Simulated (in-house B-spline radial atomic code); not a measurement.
# Pd³⁰⁺: Hartree-Fock with and without relativity

Wanted: relativistic shifts in Pd³⁰⁺, shell by shell.

The numbers are computed with in-house B-spline radial atomic code version 1 (Hartree-Fock averaged over the configuration, non-relativistic (point nucleus) and Dirac-Coulomb (finite nucleus); spherical all-electron atom at the radial basis limit), except any that are marked as measured or tabulated.

## (1) Starting point

* element: palladium (Z = 46)
* charge: +30
* electrons: 16
* configuration: [Ne] 3s2 3p4
* nucleus: point (non-relativistic run); Fermi, rms radius 4.532 fm (Dirac runs)

Outer shells as boxes (Hund's rule):

[Ne] 3s2 3p4
```
[Ne] core
3s [↑↓]
3p [↑↓][↑ ][↑ ]
```

The boxes draw the filling by Hund's rule, which heavy ions in jj coupling don't follow; these runs average over all states of the configuration.

## (2) Non-relativistic run

Input settings:

```ini
Z = 46
electrons = 16.0
configuration = [Ne] 3s2 3p4
hamiltonian = nr
method = hf
spin_polarised = False
```

## (3) Dirac-Coulomb run

Input settings:

```ini
Z = 46
electrons = 16.0
configuration = [Ne] 3s2 3p4
hamiltonian = dirac
method = hf
spin_polarised = False
nucleus = fermi
rms_radius = 4.5318
mass_number = 106
atomic_mass = 105.903480287
speed_of_light = 137.035999084
```

## (4) Dirac-Coulomb run in the lowest jj configuration, 1s2 2s2 2p6 3s2 3p-2 3p+2

In configurations, a minus sign after the shell means j = l − 1/2 and a plus sign j = l + 1/2; the count of electrons follows.

The settings differ from step 3 so:

```diff
@@ -2,3 +2,3 @@
 electrons = 16.0
-configuration = [Ne] 3s2 3p4
+configuration = 1s2 2s2 2p6 3s2 3p-2 3p+2
 hamiltonian = dirac
```

**Question.** How much does each shell's level and mean radius change with the Dirac Hamiltonian, and the total energy?

**Answer**, as computed:

Levels and radii; the Dirac values are averaged over j with the occupations as weights.

| shell | ε non-rel. (eV) | ε Dirac (eV) | <r> non-rel. (bohr) | <r> Dirac (bohr) | change of <r> (%) |
| --- | --- | --- | --- | --- | --- |
| 1s | -25303.9 | -26040.7 | 0.03309 | 0.03184 | -3.79 |
| 2s | -4963.23 | -5150.87 | 0.1415 | 0.1359 | -3.96 |
| 2p | -4718.56 | -4776.96 | 0.1212 | 0.1188 | -1.98 |
| 3s | -1863.45 | -1915.44 | 0.3486 | 0.3387 | -2.85 |
| 3p | -1775.54 | -1796.00 | 0.3346 | 0.3297 | -1.46 |

Relativity and the finite nucleus together change the total energy by -104.98 hartree (-2.5 %). First-order perturbation theory (mass-velocity plus Darwin) gives -97.30 hartree, which is 93 % of the full shift. Averaged over j, the 2s shell contracts most (-3.96 %). Spin-orbit coupling splits the 3p level by 38.092 eV and the 2p level by 163.73 eV. The lowest jj configuration lies 24.568 eV below the average over the whole configuration. Breit terms add 3.02 hartree and QED terms 2.20 hartree.
